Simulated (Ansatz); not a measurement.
CH4AlFSSi, SMILES F[SiH]1[CH2][AlH][S]1, a single point in a Gaussian basis

Computed with the Python package of Ansatz (0.2.0).

`ch4alfssi.xyz`
```text
9

F    -0.50840    0.54630    2.30350
Si   -0.02150    0.99630    0.74600
C     0.73300   -0.45160   -0.09950
Al   -0.61630   -0.80410   -1.42230
S    -1.65110    1.10430   -0.63210
H     0.82850    2.21690    0.72200
H     0.93840   -1.29450    0.62370
H     1.75170   -0.14670   -0.59160
H    -1.36580   -2.21320   -1.66690
```

`run_energy.py`
```python
# -*- coding: utf-8 -*-
from dataclasses import dataclass
import sys

import ansatz as az


@dataclass(frozen=True)
class Settings:
    basis: str = 'def2-SVPD'
    functional: str = 'pbe0'


settings = Settings()

system = az.Crystal.molecule_from_extxyz('ch4alfssi.xyz')

base = (
    system.calculation()
    .basis(gaussian=settings.basis)
    .functional(settings.functional)
)
print(base.to_yaml())
try:
    summary = base.run().report
except az.AnsatzError as error:
    sys.exit(f'{type(error).__name__}: {error}')

for key in ('converged', 'free_energy_ev', 'reference_energy_ev', 'n_frozen', 'n_occupied', 'n_virtual'):
    print(f'{key:22s} {summary[key]}')
```

Running `python run_energy.py` prints:
```text
crystal:
  periodic: [false, false, false]
  atoms:
    - { symbol: F, position_ang: [-0.5084, 0.5463, 2.3035] }
    - { symbol: Si, position_ang: [-0.0215, 0.9963, 0.746] }
    - { symbol: C, position_ang: [0.733, -0.4516, -0.0995] }
    - { symbol: Al, position_ang: [-0.6163, -0.8041, -1.4223] }
    - { symbol: S, position_ang: [-1.6511, 1.1043, -0.6321] }
    - { symbol: H, position_ang: [0.8285, 2.2169, 0.722] }
    - { symbol: H, position_ang: [0.9384, -1.2945, 0.6237] }
    - { symbol: H, position_ang: [1.7517, -0.1467, -0.5916] }
    - { symbol: H, position_ang: [-1.3658, -2.2132, -1.6669] }
basis:
  gaussian:
    orbitals: def2-SVPD
hamiltonian:
  xc: pbe0

converged              True
free_energy_ev         -29107.384647065235
reference_energy_ev    -29107.384647065235
n_frozen               0
n_occupied             [31, 31]
n_virtual              [119, 119]
```

Reading the output:
- Total energies depend on the basis set; only differences at equal settings carry meaning.
- The geometry is a force-field or estimated start, not a minimum of this method, and the basis set is short of its limit.
- Run time: 3.7 s on 1 thread of Intel(R) Xeon(R) 6975P-C (Granite Rapids) (shared host), peak memory 0.38 GiB.

(A comment or docstring line of the script was reworded after the run, the code is as it ran; lines on the test bed's own set-up are left out of the output.)
